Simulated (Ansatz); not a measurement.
# CH3OSSi: the cost of one run

Program: Ansatz 0.2.0. Level of theory: RKS PBE/def2-SVP. These are calculated values, not measurements.

## 1. The system as given

Bond lengths: O1–C2 1.390 Å, C2–Si3 1.808 Å, C2–S4 1.676 Å, O1–H5 0.965 Å, Si3–H6 1.480 Å, Si3–H7 1.453 Å. Angles: O1–C2–Si3 118.5°, O1–C2–S4 115.4°, Si3–C2–S4 124.1°, C2–O1–H5 107.5°, C2–Si3–H6 107.1°, C2–Si3–H7 113.4°, H6–Si3–H7 108.6°.

Coordinates:

```xyz
7

O    -1.4434    0.4431   -0.7280
C    -0.2854   -0.3181   -0.6153
Si    1.0189    0.2558    0.4972
S    -0.0583   -1.4631   -1.8186
H    -1.4787    1.0317    0.0359
H     0.3522    0.8593    1.6728
H     1.8946   -0.8087    0.9560
```

## 2. End point A

input.yaml

```yaml
crystal:
  periodic: [false, false, false]
  atoms:
    - { symbol: O, position_ang: [-1.44338, 0.44309, -0.72803] }
    - { symbol: C, position_ang: [-0.28536, -0.31808, -0.61526] }
    - { symbol: Si, position_ang: [1.01889, 0.25583, 0.49722] }
    - { symbol: S, position_ang: [-0.05829, -1.46311, -1.81855] }
    - { symbol: H, position_ang: [-1.47874, 1.03167, 0.03589] }
    - { symbol: H, position_ang: [0.35223, 0.85935, 1.67276] }
    - { symbol: H, position_ang: [1.89465, -0.80875, 0.95597] }
total_charge: -1
basis:
  gaussian: { orbitals: def2-SVP }
hamiltonian:
  xc: pbe
relax:
  f_tol: 0.02
  max_steps: 50
```

The run is started by

```bash
$ ansatz run input.yaml --threads 1 --pin off --max-ram 2048MiB --backend cpu --events-out ev --progress --plain --runs-dir out
```

What time and memory should one allow on 1 thread of an Arm CPU, shared host?

About 28 s, with a peak of 0.14 GiB.
